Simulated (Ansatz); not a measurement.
What does this script print? It uses the Python package of Ansatz (0.2.0).

`xc_cdag.py`:
```python
"""One structure of CdAg under several functionals."""

import warnings

import ansatz as az
from pymatgen.core import Lattice, Structure
from pymatgen.io.ase import AseAtomsAdaptor

KGRID = (10, 10, 6)
SMEARING_WIDTH = 0.15

warnings.simplefilter("ignore", az.DeckWarning)

pmg_structure = Structure(
    Lattice([[1.68062, -2.39928, 0.0], [1.68062, 2.39928, 0.0], [0.0, 0.0, 4.69335]]),
    ["Cd", "Ag"],
    [
        [0.5, 0.5, 0.5],
        [0.0, 0.0, 0.0],
    ],
)
structure = az.Crystal.from_ase(AseAtomsAdaptor.get_atoms(pmg_structure))

calc = (
    structure.calculation()
    .kpoints(*KGRID)
    .occupations(az.OccupationsMethod.COLD, width=SMEARING_WIDTH)
    .stress()
)

rows = []
for value in ["lda", "pbesol", "blyp"]:
    report = calc.functional(value).run(threads=1).report
    rows.append((value, report["free_energy_ev"] / len(report["lattice"]["sites"]), report["n_iterations"], sum(report["stress_gpa"][i][i] for i in range(3)) / 3, report["n_kpoints"]))

print("  functional   F/atom (eV)    iterations       P (GPa)      k-points")
for row in rows:
    print(f"{str(row[0]):>12s}  {row[1]:12.5f}  {row[2]:12d}  {row[3]:12.3f}  {row[4]:12d}")
```

```console
$ python xc_cdag.py
  functional   F/atom (eV)    iterations       P (GPa)      k-points
         lda   -7788.02063             7        -7.009           124
      pbesol   -7853.17992             7        -3.209           124
        blyp   -7937.82851             7         8.637           124
```

From lowest to highest: LDA (-7.0 GPa), PBEsol (-3.2 GPa) and BLYP (8.6 GPa). At a fixed cell a lower pressure usually means a smaller equilibrium volume, so LDA prefers the smallest cell and BLYP the largest.

Reading the output:
- BLYP can be off by several per cent in the lattices of metals, and by several GPa in the pressure at a fixed cell.
- For a metal this k-point mesh is coarse: on a finer one energies can move by several to tens of meV an atom and pressures by half a GPa or more, differences at one mesh by less.
- Pressure is positive in compression.
- The structure comes from a database of computed cells and needn't be a stable or known phase.
- Total energies of different functionals can't be compared; pressures, moments and gaps at this one structure can.
- It ran for 14 s on 1 thread of Arm Neoverse V2 (shared host), peak memory 0.5 GiB.
